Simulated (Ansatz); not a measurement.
# BBrH3N: the cost of one run

Program: Ansatz 0.2.0. Level of theory: RHF/def2-mTZVP. These are calculated values, not measurements.

## Step 1: Starting point

Bond lengths: N1–B2 1.486 Å, B2–Br3 2.001 Å, N1–H4 0.984 Å, N1–H5 1.042 Å, B2–H6 1.173 Å. Angles: N1–B2–Br3 121.3°, N1–B2–H6 118.3°, Br3–B2–H6 120.3°, B2–N1–H4 109.0°, B2–N1–H5 110.8°, H4–N1–H5 107.1°.

As a file:

```xyz
6

N    -0.4731   -0.0698   -0.7616
B     0.2609    0.0801    0.5221
Br   -0.2640    1.4682    1.8640
H    -0.8146   -0.9906   -0.8299
H     0.1645    0.0813   -1.5722
H     1.1684   -0.6332    0.7313
```

## Step 2: End point A

input.yaml

```yaml
crystal:
  periodic: [false, false, false]
  atoms:
    - { symbol: "N", position_ang: [-0.4731, -0.0698, -0.7616] }
    - { symbol: B, position_ang: [0.2609, 0.0801, 0.5221] }
    - { symbol: Br, position_ang: [-0.264, 1.4682, 1.864] }
    - { symbol: H, position_ang: [-0.8146, -0.9906, -0.8299] }
    - { symbol: H, position_ang: [0.1645, 0.0813, -1.5722] }
    - { symbol: H, position_ang: [1.1684, -0.6332, 0.7313] }
basis:
  gaussian: { orbitals: def2-mTZVP }
hamiltonian:
  xc: hf
relax:
  f_tol: 0.015
  max_steps: 40
output:
  orbitals: {}
```

Command:

```
$ ansatz run input.yaml --threads 1 --pin off --max-ram 2048MiB --backend cpu --events-out ev --progress --plain --runs-dir out
```

**Question.** How long does this run take on 1 thread of AMD EPYC 7R43 (Zen 3), shared host, and how much memory does it need?

About 23 s, with a peak of 0.16 GiB.
